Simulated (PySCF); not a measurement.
# GaBr at other levels of theory

Starting from one script, swap the method and compare what comes out for GaBr.

Method: each script names its method and basis; program: PySCF 2.14.0.

1 further run of the same task is left out (it didn't finish).

## Step 1: Starting geometry

GaBr: 2 atoms, charge 0, spin multiplicity 1.

Bond lengths: Ga1–Br2 2.320 Å.

## Step 2: The base run

Input file input.py:

```python
from pyscf import gto, scf

mol = gto.M(
    atom='Ga 0 0 0; Br 0 0 2.32',
    basis='cc-pvdz-dk',
    charge=0,
    spin=0,
    symmetry=True,
    verbose=3,
)
mf = scf.RHF(mol)
mf = mf.sfx2c1e()
mf.kernel()
mf.analyze()
print('orbital energies (hartree):', mf.mo_energy[..., max(0, mol.nelec[1]-3):mol.nelec[0]+3].round(4))
```

Run with:

```sh
OMP_NUM_THREADS=1 python input.py
```

## Step 3: Pw6b95 (RKS)

Run 1 changes functional: none (Hartree–Fock) → pw6b95; SCF type: RHF → RKS.

input.py: that of step 2 with these lines changed.

```diff
@@ -1,2 +1,2 @@
-from pyscf import gto, scf
+from pyscf import gto, dft
 
@@ -10,3 +10,3 @@
 )
-mf = scf.RHF(mol)
+mf = dft.RKS(mol, xc='pw6b95')
 mf = mf.sfx2c1e()
```

## Step 4: TDHF

Run 2 changes step after the SCF: analyze → tddft; number of roots: none → 3.

input.py: that of step 2 with these lines changed.

```diff
@@ -1,2 +1,2 @@
-from pyscf import gto, scf
+from pyscf import gto, scf, tdscf
 
@@ -13,3 +13,7 @@
 mf.kernel()
-mf.analyze()
+td = tdscf.TDHF(mf)
+td.nstates = 3
+td.kernel()
+td.analyze()
+mf.dip_moment()
 print('orbital energies (hartree):', mf.mo_energy[..., max(0, mol.nelec[1]-3):mol.nelec[0]+3].round(4))
```

## Step 5: Stability test

Run 3 changes step after the SCF: analyze → stability; point-group symmetry: on → off.

input.py: that of step 2 with these lines changed.

```diff
@@ -7,3 +7,2 @@
     spin=0,
-    symmetry=True,
     verbose=3,
@@ -13,3 +12,4 @@
 mf.kernel()
-mf.analyze()
+mf.stability(internal=True, external=True)
+mf.dip_moment()
 print('orbital energies (hartree):', mf.mo_energy[..., max(0, mol.nelec[1]-3):mol.nelec[0]+3].round(4))
```

## Step 6: Geometry optimisation

Run 4 changes step after the SCF: analyze → optimize.

input.py: that of step 2 with these lines changed.

```diff
@@ -1,2 +1,3 @@
 from pyscf import gto, scf
+from pyscf.geomopt.geometric_solver import optimize
 
@@ -13,3 +14,5 @@
 mf.kernel()
-mf.analyze()
+mol_eq = optimize(mf, maxsteps=30)
+print('optimised geometry (angstrom)')
+print(mol_eq.tostring('raw'))
 print('orbital energies (hartree):', mf.mo_energy[..., max(0, mol.nelec[1]-3):mol.nelec[0]+3].round(4))
```

## Step 7: B3lyp (RKS)

Run 5 changes functional: none (Hartree–Fock) → b3lyp; SCF type: RHF → RKS.

input.py: that of step 2 with these lines changed.

```diff
@@ -1,2 +1,2 @@
-from pyscf import gto, scf
+from pyscf import gto, dft
 
@@ -10,3 +10,3 @@
 )
-mf = scf.RHF(mol)
+mf = dft.RKS(mol, xc='b3lyp')
 mf = mf.sfx2c1e()
```

## Step 8: MP2

Run 6 changes step after the SCF: analyze → mp2; frozen orbitals: none → 18.

input.py: that of step 2 with these lines changed.

```diff
@@ -1,2 +1,2 @@
-from pyscf import gto, scf
+from pyscf import gto, scf, mp
 
@@ -13,3 +13,4 @@
 mf.kernel()
-mf.analyze()
+mp.MP2(mf, frozen=18).kernel()
+mf.dip_moment()
 print('orbital energies (hartree):', mf.mo_energy[..., max(0, mol.nelec[1]-3):mol.nelec[0]+3].round(4))
```

Q: Predict the outcome of this session. Wanted: for each run, E(SCF); from base; gap; SCF dipole; after the SCF.

The runs gave:

```tsv
run	E(SCF) (hartree)	from base (eV)	gap (eV)	SCF dipole (D)	after the SCF
base	-4546.524817	0	10.28	2.30	n/a
pw6b95 (RKS)	-4552.179838	not comparable	5.74	2.13	n/a
TDHF	-4546.524817	0.0000	10.28	2.30	lowest root found 4.78 eV
stability test	-4546.524817	0.0000	10.28	2.30	stable
geometry optimisation	-4546.524817	0.0000	10.28	n/a	bond 2.406 Å, -0.037 eV
b3lyp (RKS)	-4550.112780	not comparable	5.25	2.04	n/a
MP2	-4546.524817	0.0000	10.28	2.30	MP2 correlation -5.163 eV, core frozen
```

SCF columns refer to the geometry typed in the script.

What this shows: The gap between the frontier levels is 5.2 eV with b3lyp (20 % exact exchange) and 5.7 eV with pw6b95 (28 %). Total energies of different functionals can't be compared with each other; differences within one functional can. The dearest run is “geometry optimisation”, at 26 s against 1.6 s.
